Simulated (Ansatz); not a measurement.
**InH2Cl (SMILES [H][In]([H])[Cl]) at B3LYP/STO-3G**

What is the electronic atomisation energy of InH2Cl at B3LYP/STO-3G? 

The calculation is run with Ansatz 0.2.0.

56 further runs of the same task are left out: 2 that didn't finish, 54 set aside as unsound or not needed.

## Step 1: The molecule

InH2Cl: 4 atoms, total charge 0, spin state singlet. SMILES: `[H][In]([H])[Cl]`. The shape comes from GFN2-xTB, which is rough for such elements, and wasn't checked as a minimum.

Bond lengths: In1–Cl4 2.278 Å, In1–H2 1.713 Å, In1–H3 1.713 Å. Angles: H2–In1–Cl4 120.3°, H3–In1–Cl4 120.3°, H2–In1–H3 119.4°.

## Step 2: The energy at B3LYP/STO-3G

File in.yaml:

```yaml
crystal:
  periodic: [false, false, false]
  atoms:
    - {symbol: In, position_ang: [0.070210, 0.117850, -0.000370]}
    - {symbol: H, position_ang: [1.783010, 0.101380, 0.011370]}
    - {symbol: H, position_ang: [-0.755080, 1.618480, -0.019870]}
    - {symbol: Cl, position_ang: [-1.098140, -1.837720, 0.008870]}
basis:
  gaussian: {orbitals: STO-3G}
accuracy: high
hamiltonian: {xc: {name: B3LYP}}
```

Started as:

```
$ ansatz run in.yaml --threads 1 --pin off --max-ram 2610MiB --events-out events.jsonl --progress --plain --runs-dir runs
```

The log of the run:

```text
Warning: RAYON_NUM_THREADS=1 ignored (pool sized by the plan → 1); use --threads N
Functional definition: B3LYP
  name "B3LYP"
  parameter a0 = 0.2
  parameter ax = 0.72
  parameter ac = 0.81
  exchange = (1 - a0 - ax)*slater_x + ax*b88_x + a0*exact_x
  correlation = (1 - ac)*vwn_rpa_c + ac*lyp_c
694 factors; integrals over basis functions are off by at most 4.2e-9 eV
mean field evaluation 1: about -167111.7451 eV, gradient 1.7e1 eV
mean field evaluation 2: about -167112.4208 eV, gradient 1.3e1 eV
mean field evaluation 4: about -167113.2688 eV, gradient 2.0e-1 eV
mean field evaluation 8: about -167113.2322 eV, gradient 2.6e-3 eV
mean field -167113.23221213 eV, -6141.2980103788 hartree, gradient 2.2e-8 eV, S^2 0.000000; 0 other end points of the search recorded, 0 dependent functions left out
reference -167113.23223972 eV, -6141.2980113927 hartree; 34, 34 occupied and 4, 4 virtual orbitals, 694 factors
Total energy: -167113.23223972 eV, -6141.2980113927 hartree
```

Run time: 2.2 s. Hardware: 1 thread of Arm Neoverse V1, shared host; peak memory 0.12 GiB.

## Step 3: The Cl atom at the same level

File in.yaml:

```yaml
crystal:
  periodic: [false, false, false]
  atoms:
    - {symbol: Cl, position_ang: [0.000000, 0.000000, 0.000000]}
basis:
  gaussian:
    orbitals: STO-3G
magnetization:
  spin_polarized: true
  initial_magnetization: 1
hamiltonian:
  xc: {name: B3LYP}
accuracy: high
```

Started as:

```
$ ansatz run in.yaml --threads 1 --pin off --max-ram 2610MiB --events-out events.jsonl --progress --plain --runs-dir runs
```

The log of the run, cut to the lines that bear on the results:

```text
Warning: RAYON_NUM_THREADS=1 ignored (pool sized by the plan → 1); use --threads N
[... 7 set-up lines as earlier in the session ...]
42 factors; integrals over basis functions are off by at most 4.6e-9 eV
mean field evaluation 1: about -12384.3964 eV, gradient 1.8e-1 eV
mean field evaluation 2: about -12384.3964 eV, gradient 2.3e-3 eV
mean field evaluation 4: about -12384.3968 eV, gradient 2.6e-8 eV
mean field -12384.39677959 eV, -455.1181872044 hartree, gradient 2.5e-8 eV, S^2 0.750000; 0 other end points of the search recorded, 0 dependent functions left out
reference -12384.39679573 eV, -455.1181877973 hartree; 9, 8 occupied and 0, 1 virtual orbitals, 42 factors
Total energy: -12384.39679573 eV, -455.1181877973 hartree
```

Run time: 0.3 s. Hardware: 1 thread of Arm Neoverse V1, shared host.

## Step 4: The H atom, same level

File run.yaml:

```yaml
crystal:
  periodic: [false, false, false]
  atoms:
    - {symbol: H, position_ang: [0.000000, 0.000000, 0.000000]}
basis:
  gaussian:
    orbitals: STO-3G
accuracy: high
hamiltonian:
  xc: {name: B3LYP}
magnetization:
  spin_polarized: true
  initial_magnetization: 1
```

Started as:

```
$ ansatz run run.yaml --threads 1 --pin off --max-ram 2610MiB --events-out events.jsonl --progress --plain --runs-dir runs
```

The log of the run, cut to the lines that bear on the results:

```text
Warning: RAYON_NUM_THREADS=1 ignored (pool sized by the plan → 1); use --threads N
[... 7 set-up lines as earlier in the session ...]
1 factors; integrals over basis functions are off by at most 4.6e-10 eV
mean field evaluation 1: about -12.7222 eV, gradient 0.0e0 eV
mean field evaluation 2: about -12.7222 eV, gradient 0.0e0 eV
mean field -12.72219657 eV, -0.4675321004 hartree, gradient 0.0e0 eV, S^2 0.750000; 0 other end points of the search recorded, 0 dependent functions left out
reference -12.72220983 eV, -0.4675325880 hartree; 1, 0 occupied and 0, 1 virtual orbitals, 1 factors
Total energy: -12.72220983 eV, -0.4675325880 hartree
```

Run time: 0.08 s. Hardware: 1 thread of Arm Neoverse V1, shared host.

## Step 5: The In atom

File job.yaml:

```yaml
crystal:
  periodic: [false, false, false]
  atoms:
    - {symbol: In, position_ang: [0.000000, 0.000000, 0.000000]}
basis:
  gaussian: {orbitals: STO-3G}
magnetization: {spin_polarized: true, initial_magnetization: 1}
accuracy: high
hamiltonian: {xc: {name: B3LYP}}
```

Run the same way, it converges to -5684.71160 Eh (log not shown).

## Step 6: Outcome

Level: B3LYP/STO-3G.

```
                     quantity           value
       molecule: total energy  -6141.29801 Eh
        Cl atom: total energy   -455.11819 Eh
                Cl atom: ⟨S²⟩           0.750
         H atom: total energy     -0.46753 Eh
                 H atom: ⟨S²⟩           0.750
        In atom: total energy  -5684.71160 Eh
                In atom: ⟨S²⟩           0.750
electronic atomisation energy       14.508 eV
```

In words: Taking the molecule apart into free atoms costs 14.51 eV (335 kcal/mol), before zero-point energy and without spin-orbit coupling. In a minimal basis such a difference can be off by several eV, whatever the method. Relativity is left out (molecule) although the molecule holds a heavy atom. Relativity is left out (In atom) although the molecule holds a heavy atom.
